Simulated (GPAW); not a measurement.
A run of GPAW 26.7.0 is set up as follows.

The input run.py:

```python
from ase import Atoms
from ase.dft.bandgap import bandgap
from ase.io import write
from ase.units import GPa
from gpaw import GPAW, PW

atoms = Atoms(['Al', 'Al', 'O', 'O', 'O', 'O'],
              cell=[[1.488162, -5.402833, 0.0],
                    [1.488162, 5.402833, 0.0],
                    [0.0, 0.0, 3.646612]],
              scaled_positions=[[0.668133, 0.331867, 0.75],
                                [0.331867, 0.668133, 0.25],
                                [0.061072, 0.938928, 0.75],
                                [0.938928, 0.061072, 0.25],
                                [0.294184, 0.705816, 0.75],
                                [0.705816, 0.294184, 0.25]],
              pbc=True)

calc = GPAW(mode=PW(600),
            xc='PBE',
            kpts={'size': (7, 7, 5), 'gamma': True},
            occupations={'name': 'fermi-dirac', 'width': 0.05},
            nbands=29,
            maxiter=120,
            txt='gpaw.txt')
atoms.calc = calc
energy = atoms.get_potential_energy()
forces = atoms.get_forces()
stress = atoms.get_stress()
calc.write('gs.gpw')
write('result.traj', atoms)
print(f'Energy: {energy:.6f} eV')
print('Forces (eV/A):')
print(forces.round(4))
print('Stress (GPa):', (stress / GPa).round(3))
print('Fermi level:', round(calc.get_fermi_level(), 4), 'eV')
print(f'Gap: {bandgap(calc)[0]:.4f} eV, direct: {bandgap(calc, direct=True)[0]:.4f} eV')
```

Potentials or basis: GPAW PAW data sets (gpaw-data 1.2.1), pw.

Command:

```console
$ OMP_NUM_THREADS=1 python run.py
```

Q: Estimate the band gap on the k mesh.

A: None (metal or under the smearing width).

Q: What does it give for the largest force?

A: 0.753 eV/Å.

Q: Estimate the pressure.

A: -5.8 GPa.

Forces on the atoms (eV/Å):
```
Al   0.000  0.221  0.000
Al   0.000 -0.221  0.000
O    0.000  0.753  0.004
O    0.000 -0.753 -0.004
O    0.000 -0.100  0.001
O    0.000  0.100 -0.001
```

Caveat: the cutoff is short for stress and forces, so pressures can be off by a GPa or more; the program warned that so skewed a cell can give wrong results.
